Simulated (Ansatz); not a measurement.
# SnH4 (SMILES [SnH4]): functionals against CCSD(T) at one geometry

Aim: energy, forces and dipole at a structure displaced at random from a GFN2-xTB minimum, from CCSD(T) and from density functionals.

Program: Ansatz 0.2.0, Gaussian basis. Level of theory: single points in def2-TZVPP. These are calculated values, not measurements.

Cores are frozen in the correlated methods. Filled d shells of the heavier atoms are correlated. Core potentials replace the inner electrons past krypton, and spin-orbit coupling is left out. B3LYP uses VWN-RPA correlation.

### Step 1. Starting geometry

SMILES `[SnH4]`, 5 atoms, charge 0, spin multiplicity 1.

Atoms are counted from 1 here; the program's logs count them from 0.

Bond lengths: Sn1–H2 1.674 Å, Sn1–H3 1.685 Å, Sn1–H4 1.594 Å, Sn1–H5 1.538 Å. Angles: H2–Sn1–H3 107.6°, H2–Sn1–H4 108.8°, H2–Sn1–H5 109.0°, H3–Sn1–H4 111.7°, H3–Sn1–H5 109.6°, H4–Sn1–H5 110.1°.

As a file:

```mol
H4Sn
  3D, bonds by distance, orders not assigned

  5  4  0  0  0  0  0  0  0  0999 V2000
    0.0234   -0.0077   -0.0235 Sn  0  0
    0.7885   -0.8257    1.2202 H   0  0
   -1.5165    0.4153    0.5153 H   0  0
   -0.0407   -0.9598   -1.2997 H   0  0
    0.8223    1.2639   -0.3537 H   0  0
  1  2  8  0
  1  3  8  0
  1  4  8  0
  1  5  8  0
M  END
```

### Step 2. CCSD(T)/def2-TZVPP

Contents of run/in.yaml:

```yaml
crystal:
  periodic: [false, false, false]
  atoms:
    - {symbol: Sn, position_ang: [0.023400, -0.007700, -0.023500]}
    - {symbol: H, position_ang: [0.788500, -0.825700, 1.220200]}
    - {symbol: H, position_ang: [-1.516500, 0.415300, 0.515300]}
    - {symbol: H, position_ang: [-0.040700, -0.959800, -1.299700]}
    - {symbol: H, position_ang: [0.822300, 1.263900, -0.353700]}
basis:
  gaussian: {orbitals: def2-TZVPP}
correlation: {method: ccsd_t}
output: {forces: true}
```

The command line of these runs was not kept.

### Step 3. PBE0-D4/def2-TZVPP

run/in.yaml, as its differences from that of step 2:

```diff
@@ -10,3 +10,3 @@
   gaussian: {orbitals: def2-TZVPP}
-correlation: {method: ccsd_t}
-output: {forces: true}
+hamiltonian: {xc: pbe0, dispersion: d4}
+output: {forces: true, orbitals: {seedname: orbitals}}
```

### Step 4. wB97M-V/def2-TZVPP

run/in.yaml, as its differences from that of step 3:

```diff
@@ -10,3 +10,3 @@
   gaussian: {orbitals: def2-TZVPP}
-hamiltonian: {xc: pbe0, dispersion: d4}
-output: {forces: true, orbitals: {seedname: orbitals}}
+hamiltonian: {xc: {name: wB97M-V}}
+output: {forces: true}
```

### Step 5. r2SCAN-D4/def2-TZVPP

run/in.yaml, as its differences from that of step 4:

```diff
@@ -10,3 +10,3 @@
   gaussian: {orbitals: def2-TZVPP}
-hamiltonian: {xc: {name: wB97M-V}}
+hamiltonian: {xc: r2scan, dispersion: d4}
 output: {forces: true}
```

### Step 6. PBE-D4/def2-TZVPP

run/in.yaml, as its differences from that of step 5:

```diff
@@ -10,3 +10,3 @@
   gaussian: {orbitals: def2-TZVPP}
-hamiltonian: {xc: r2scan, dispersion: d4}
+hamiltonian: {xc: pbe, dispersion: d4}
 output: {forces: true}
```

### Step 7. r2SCAN0-D4/def2-TZVPP

run/in.yaml, as its differences from that of step 6:

```diff
@@ -10,3 +10,3 @@
   gaussian: {orbitals: def2-TZVPP}
-hamiltonian: {xc: pbe, dispersion: d4}
+hamiltonian: {xc: {name: r2SCAN0}, dispersion: d4}
 output: {forces: true}
```

### Step 8. B3LYP-D4/def2-TZVPP

run/in.yaml, as its differences from that of step 7:

```diff
@@ -10,3 +10,3 @@
   gaussian: {orbitals: def2-TZVPP}
-hamiltonian: {xc: {name: r2SCAN0}, dispersion: d4}
+hamiltonian: {xc: {name: B3LYP}, dispersion: d4}
 output: {forces: true}
```

(Steps that only read results are left out.)

What does the calculation give? Wanted: energy less free atoms, CCSD(T)/def2-TZVPP; RMS force component; RMS force error; HOMO and LUMO, PBE0-D4; T1 diagnostic.

**Answer**, as computed:

| quantity | value |
| --- | --- |
| energy less free atoms, CCSD(T)/def2-TZVPP | -10.970 eV |
| RMS force component | 1.175 to 1.254 eV/Å over the methods |
| RMS force error | PBE0-D4 0.081, wB97M-V 0.031, r2SCAN-D4 0.055, PBE-D4 0.146, r2SCAN0-D4 0.018, B3LYP-D4 0.108 eV/Å |
| HOMO and LUMO, PBE0-D4 | -9.07 and 0.77 eV |
| T1 diagnostic | 0.013 |

In words: Against CCSD(T) the functionals' energies less atoms differ by -0.021 to +0.415 eV, PBE-D4 by +0.415 eV. CCSD(T) in triple zeta still lacks some correlation energy of the bonds, so part of these gaps is its own basis error and they don't rank the functionals. On forces the order runs from r2SCAN0-D4 to PBE-D4.
